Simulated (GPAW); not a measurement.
Runs of GPAW 26.7.0 on Cu3O2. The structure is tetragonal, space group I4/mmm (No. 139). Conventional cell: a = 4.046 Å, b = 4.046 Å, c = 7.347 Å, α = 90.00°, β = 90.00°, γ = 90.00°. Cu (site symmetry 4/mmm) has 4 O at 2.02 Å as nearest neighbours. Around Cu (site symmetry -4m2) lie 2 O at 1.84 Å. Around O (site symmetry mmm) lie 4 Cu at 1.84 to 2.02 Å. The cell comes from a database or a generator and needn't be the stable form of this composition.

```csv
task,level,potentials or basis,k mesh,band path,band points,mesh quality,gap on the mesh (eV),pressure (GPa)
single point,TB-mBJ,"GPAW PAW data sets for LDA (gpaw-data 1.2.1), pw",6 × 6 × 6,-,-,coarse,none,-
band structure,PBEsol,"PAW data sets generated in the run's folder for this functional, pw",6 × 6 × 6,"GXYSGZS1NPY1Z,XP",80,coarse,-,-3.8
band structure,PBE,"GPAW PAW data sets (gpaw-data 1.2.1), pw",6 × 6 × 6,"GXYSGZS1NPY1Z,XP",80,coarse,-,2.8
single point,PBEsol,"PAW data sets generated in the run's folder for this functional, pw",9 × 9 × 9,-,-,not flagged,none,(a)
```

Alike in all rows: no spin polarisation; cell as given; cutoff (eV) 800; smearing fermi-dirac 0.05 eV.

**Question.** Fill in the values left out.

**Answer.** (a) -3.9.

Caveats: some runs use coarse meshes; an odd number of electrons without spin polarisation forces a metal; a magnetic or distorted state may lie lower; the run has no spin polarisation, though such a crystal can be magnetic; semilocal functionals often make such compounds metallic where correlation or magnetic order opens a gap, which also shifts bond lengths; with this Cu data set, volumes or pressures lay over 1.5 % or 2 GPa off other programs in two to four cells of ten (some runs); a model potential gives levels but no total energy (some runs); the PAW data sets were made with another functional, which shifts forces and pressure a little (some runs).

A k mesh can miss the band edges.

A gap of «none» marks a metal or a gap under the smearing width.

Not every run made on this cell is shown here.
